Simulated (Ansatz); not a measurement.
# LuBeSi4: the cost of one run

Computed with Ansatz 0.2.0 (DFT PBE, scalar-relativistic, plane waves, PAW, unless a step's input says otherwise).

**1. The structure to begin with**

It takes space group P-3m1 (No. 164, trigonal). Conventional cell: a = 3.044 Å, b = 3.044 Å, c = 11.515 Å, α = 90.00°, β = 90.00°, γ = 120.00°. Around Lu (site symmetry -3m) lie 6 Si at 2.29 Å. Around Be (site symmetry -3m) lie 6 Si at 2.26 Å. Si (site symmetry 3m) has 3 Lu at 2.29 Å as nearest neighbours. Si (site symmetry 3m) is surrounded by 3 Be at 2.26 Å.

Structure file:

```
CELL_PARAMETERS angstrom
3.04420 0.00000 0.00000
-1.52210 2.63636 0.00000
0.00000 0.00000 11.51487
ATOMIC_POSITIONS crystal
Lu 0.00000 0.00000 0.00000
Be 0.00000 0.00000 0.50000
Si 0.66667 0.33333 0.87191
Si 0.66667 0.33333 0.37710
Si 0.33333 0.66667 0.62290
Si 0.33333 0.66667 0.12809
```

Recipe of the guess: species swapped into a database cell of TaTiTe4 (P-3m1, No. 164), with Be on the Ti sites, Lu on the Ta sites and Si on the Te sites. Lengths come from tabulated atomic sizes and are only a guess.

**2. The guess as it stands, on a coarse mesh**

input.yaml

```yaml
crystal:
  lattice:
    - [3.04420469, 0.0, 0.0]
    - [-1.52210235, 2.6363586, 0.0]
    - [0.0, 0.0, 11.51486714]
  atoms:
    - { symbol: Lu, position: [0.0, 0.0, 0.0] }
    - { symbol: Be, position: [0.0, 0.0, 0.5] }
    - { symbol: Si, position: [0.66666667, 0.33333333, 0.87191403] }
    - { symbol: Si, position: [0.66666667, 0.33333333, 0.377101] }
    - { symbol: Si, position: [0.33333333, 0.66666667, 0.622899] }
    - { symbol: Si, position: [0.33333333, 0.66666667, 0.12808597] }
basis:
  ecutwfc: 420
kpoints:
  mp_grid: { grid: [6, 6, 2] }
hamiltonian:
  xc: pbe
scf:
  occupations: { method: gaussian, width: 0.1 }
  lower_state_search: "off"
output:
  forces: true
  stress: true
  eigenvalues: true
```

Started as:

```
ansatz run input.yaml --threads 1 --pin off --max-ram 2560MiB --backend cpu --events-out ev --progress --plain --runs-dir out
```

What time and memory should one allow on 1 thread of Intel Xeon 6975P-C (Granite Rapids), shared host?

About 1.9 s, with a peak of 0.42 GiB.
